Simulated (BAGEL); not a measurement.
# HF/STO-3G (density fitting with qzvpp-jkfit) run of GePH3F− (SMILES [F][GeH-][PH2])

Aim: the vertical singlet–triplet gap of GePH3F− at HF/STO-3G (density fitting with qzvpp-jkfit), from 2 runs. 

The calculation is run with BAGEL 1.2.2.

1 further run of the same task is left out (set aside as unsound or not needed).

## (1) The structure to begin with

GePH3F− has 6 atoms, charge -1, and is taken as a singlet. SMILES: `[F][GeH-][PH2]`. Geometry: a GFN2-xTB relaxation, a rough one for these elements and not checked as a minimum. This is one conformer, not always the lowest.

Bond lengths: F1–Ge2 1.955 Å, Ge2–P3 2.450 Å, Ge2–H4 1.727 Å, P3–H5 1.368 Å, P3–H6 1.381 Å. Angles: F1–Ge2–P3 100.5°, F1–Ge2–H4 92.6°, P3–Ge2–H4 87.6°, Ge2–P3–H5 92.6°, Ge2–P3–H6 93.1°, H5–P3–H6 91.1°.

## (2) The energy at HF/STO-3G (density fitting with qzvpp-jkfit)

File hf.json:

```json
{ "bagel" : [

{
  "title" : "molecule",
  "basis" : "sto-3g",
  "df_basis" : "qzvpp-jkfit",
  "angstrom" : "true",
  "geometry" : [
    { "atom" : "F", "xyz" : [   -1.992760,   -0.434340,    0.179850 ] },
    { "atom" : "Ge", "xyz" : [   -0.247940,   -1.315380,    0.180590 ] },
    { "atom" : "P", "xyz" : [    1.235410,    0.634070,    0.129080 ] },
    { "atom" : "H", "xyz" : [   -0.168730,   -1.330970,   -1.544590 ] },
    { "atom" : "H", "xyz" : [    0.252610,    1.445790,   -0.367950 ] },
    { "atom" : "H", "xyz" : [    0.921410,    1.000820,    1.423010 ] }
  ]
},
{ "title" : "hf", "charge" : -1 },
{ "title" : "print", "file" : "orbitals.molden", "orbitals" : "true" }

]}
```

On the command line:

```console
BAGEL_NUM_THREADS=1 BAGEL hf.json > hf.out
```

Log:

```text
* using 1 threads per process

  ===============================================================
  ===============================================================

  *** Geometry ***

  { "atom" : "F", "xyz" : [     -3.765771,     -0.820784,      0.339867 ] },
  { "atom" : "Ge", "xyz" : [     -0.468539,     -2.485708,      0.341266 ] },
  { "atom" : "P", "xyz" : [      2.334587,      1.198219,      0.243926 ] },
  { "atom" : "H", "xyz" : [     -0.318853,     -2.515169,     -2.918852 ] },
  { "atom" : "H", "xyz" : [      0.477364,      2.732147,     -0.695325 ] },
  { "atom" : "H", "xyz" : [      1.741213,      1.891276,      2.689099 ] },

  Number of auxiliary basis functions:      525

  Since a DF basis is specified, we compute 2- and 3-index integrals:
    o Being stored without compression. Storage requirement is 0.005 GB

  Number of basis functions:       35
  Number of electrons      :       59

    * METHOD: MOLECULE                             0.21

  *** RHF ***

  === Nuclear Repulsion ===
   243.8416714503

      * DIIS with orbital gradients will be used.

  === RHF iteration (sto-3g) ===
      0      -2488.19308212          0.01002906           0.03
      1      -2488.26364168          0.00230772           0.03
      2      -2488.26745640          0.00076223           0.03
      3      -2488.26806506          0.00013171           0.03
      4      -2488.26808224          0.00002277           0.03
      5      -2488.26808269          0.00000556           0.03
      6      -2488.26808272          0.00000146           0.03
      7      -2488.26808272          0.00000031           0.03
      8      -2488.26808272          0.00000009           0.03
      9      -2488.26808272          0.00000003           0.03
     10      -2488.26808272          0.00000001           0.03
    * SCF iteration converged.

    * Permanent dipole moment:
           (   -0.252812,    -0.147054,    -0.276943) a.u.

    * METHOD: HF                                   0.49

    * METHOD: PRINT                                0.00

  ===============================================================
```

Run time: 0.82 s. Hardware: 1 thread of Arm Neoverse V1, shared host; peak memory 0.081 GiB.

## (3) The triplet, same level

Edit hf.json of step 2 so:

```diff
@@ -16,4 +16,12 @@
 },
-{ "title" : "hf", "charge" : -1 },
-{ "title" : "print", "file" : "orbitals.molden", "orbitals" : "true" }
+{
+  "title" : "uhf",
+  "charge" : -1,
+  "nopen" : 2
+},
+{
+  "title" : "print",
+  "file" : "orbitals.molden",
+  "orbitals" : "true"
+}
```

On the command line:

```console
BAGEL_NUM_THREADS=1 BAGEL hf.json > hf.out
```

Log:

```text
* using 1 threads per process

  ===============================================================
  ===============================================================

  *** Geometry ***

  { "atom" : "F", "xyz" : [     -3.765771,     -0.820784,      0.339867 ] },
  { "atom" : "Ge", "xyz" : [     -0.468539,     -2.485708,      0.341266 ] },
  { "atom" : "P", "xyz" : [      2.334587,      1.198219,      0.243926 ] },
  { "atom" : "H", "xyz" : [     -0.318853,     -2.515169,     -2.918852 ] },
  { "atom" : "H", "xyz" : [      0.477364,      2.732147,     -0.695325 ] },
  { "atom" : "H", "xyz" : [      1.741213,      1.891276,      2.689099 ] },

  Number of auxiliary basis functions:      525

  Since a DF basis is specified, we compute 2- and 3-index integrals:
    o Being stored without compression. Storage requirement is 0.005 GB

  Number of basis functions:       35
  Number of electrons      :       59

    * METHOD: MOLECULE                             0.22

  *** Open-shell HF ***

  === Nuclear Repulsion ===
   243.8416714503

      * DIIS with orbital gradients will be used.

  === UHF iteration (sto-3g) ===
      0      -2487.90759957          0.01668465           0.07
      1      -2488.02195801          0.00802006           0.07
      2      -2488.04424876          0.00368279           0.07
      3      -2488.05292222          0.00280402           0.07
      4      -2488.06294902          0.00152471           0.07
      5      -2488.06581120          0.00098956           0.07
      6      -2488.06711535          0.00065462           0.07
      7      -2488.06804442          0.00053886           0.07
      8      -2488.06911734          0.00042680           0.07
      9      -2488.07023109          0.00028370           0.07
     10      -2488.07057267          0.00020222           0.07
     11      -2488.07074952          0.00013640           0.07
     12      -2488.07077413          0.00010556           0.07
     13      -2488.07078779          0.00007865           0.08
     14      -2488.07080111          0.00005605           0.09
     15      -2488.07080960          0.00003793           0.07
     16      -2488.07081411          0.00002418           0.07
     17      -2488.07081630          0.00001282           0.07
     18      -2488.07081690          0.00000897           0.07
     19      -2488.07081737          0.00000526           0.07
     20      -2488.07081758          0.00000220           0.07
     21      -2488.07081759          0.00000132           0.07
     22      -2488.07081760          0.00000062           0.08
     23      -2488.07081760          0.00000042           0.10
     24      -2488.07081760          0.00000032           0.08
     25      -2488.07081760          0.00000022           0.07
     26      -2488.07081760          0.00000016           0.07
     27      -2488.07081760          0.00000010           0.07
     28      -2488.07081760          0.00000007           0.07
     29      -2488.07081760          0.00000006           0.07
     30      -2488.07081760          0.00000004           0.07
     31      -2488.07081760          0.00000003           0.07
     32      -2488.07081760          0.00000003           0.06
     33      -2488.07081760          0.00000002           0.07
     34      -2488.07081760          0.00000001           0.07
     35      -2488.07081760          0.00000001           0.07
     36      -2488.07081760          0.00000001           0.07
    * SCF iteration converged.

    * S^2 (UHF) is 2.0176

    * Permanent dipole moment:
           (    0.009539,     0.097030,    -0.362682) a.u.

    * METHOD: UHF                                  2.76

    * METHOD: PRINT                                0.00

  ===============================================================
```

Run time: 3.3 s. Hardware: 1 thread of Arm Neoverse V1, shared host; peak memory 0.081 GiB.

## (4) Results

Level: HF/STO-3G (density fitting with qzvpp-jkfit).

```
                                                      quantity           value
                                         singlet: total energy  -2488.26808 Eh
                                          singlet: HOMO energy         1.68 eV
                                          singlet: LUMO energy        16.15 eV
singlet: HOMO–LUMO gap (to an unbound level, set by the basis)        14.47 eV
                                         triplet: total energy  -2488.07082 Eh
                                                 triplet: ⟨S²⟩           2.018
              vertical energy of the triplet above the singlet        5.368 eV
```

What this shows: At this shape the triplet lies 5.37 eV (518 kJ/mol) above the singlet. For an anion a state so high probably lies above electron detachment. In a minimal basis such a difference can be off by several eV, whatever the method. The HOMO (singlet) lies at positive energy, 1.68 eV: the electron is unbound at this level or held by a compact basis; values depend on the basis.
